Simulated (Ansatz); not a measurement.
# CH2ClFOSi: the cost of one run

Method: the settings change from run to run; program: Ansatz 0.2.0, Gaussian basis.

### Step 1. The relaxed structure

The geometry comes from an earlier relaxation with PBE0-D4 in a triple-zeta def2 set; it is a stationary point, not always the lowest conformer.

SMILES `FC1(Cl)O[SiH2]1`, 7 atoms, charge 0, spin multiplicity 1.

Atoms are counted from 1 here; the program's logs count them from 0.

Bond lengths: F1–C2 1.344 Å, C2–Cl3 1.759 Å, C2–O4 1.395 Å, C2–Si5 1.818 Å, O4–Si5 1.691 Å, Si5–H6 1.476 Å, Si5–H7 1.475 Å. Angles: F1–C2–Cl3 108.8°, F1–C2–O4 112.4°, F1–C2–Si5 123.9°, Cl3–C2–O4 114.1°, Cl3–C2–Si5 124.7°, O4–C2–Si5 61.9°, C2–O4–Si5 71.4°, C2–Si5–O4 46.7°, C2–Si5–H6 121.7°, C2–Si5–H7 121.8°, O4–Si5–H6 115.7°, O4–Si5–H7 116.3°, H6–Si5–H7 115.1°.

### Step 2. CAM-B3LYP/def2-TZVP

Options: finite nuclei.

Contents of in.yaml:

```yaml
crystal:
  periodic: [false, false, false]
  atoms:
    - {symbol: F, position_ang: [-0.309050, -1.230642, 1.517303]}
    - {symbol: C, position_ang: [0.262293, -0.694716, 0.425102]}
    - {symbol: Cl, position_ang: [1.854126, -1.410664, 0.208677]}
    - {symbol: O, position_ang: [-0.558260, -0.779308, -0.699959]}
    - {symbol: Si, position_ang: [-0.290459, 0.853911, -0.350738]}
    - {symbol: H, position_ang: [-1.459079, 1.599713, 0.155289]}
    - {symbol: H, position_ang: [0.561629, 1.593707, -1.301374]}
basis:
  gaussian: {orbitals: def2-TZVP, nuclear_model: gaussian}
hamiltonian: {xc: {name: CAM-B3LYP}}
output: {forces: true}
```

On the command line:

```
$ ansatz run in.yaml --threads 2 --pin off --events-out ev --progress --plain --max-ram 4352MiB
```

**Question.** How long does this run take on 2 threads of Arm Neoverse V2, shared host, and how much memory does it need?

About 3.8 s, with a peak of 0.46 GiB.
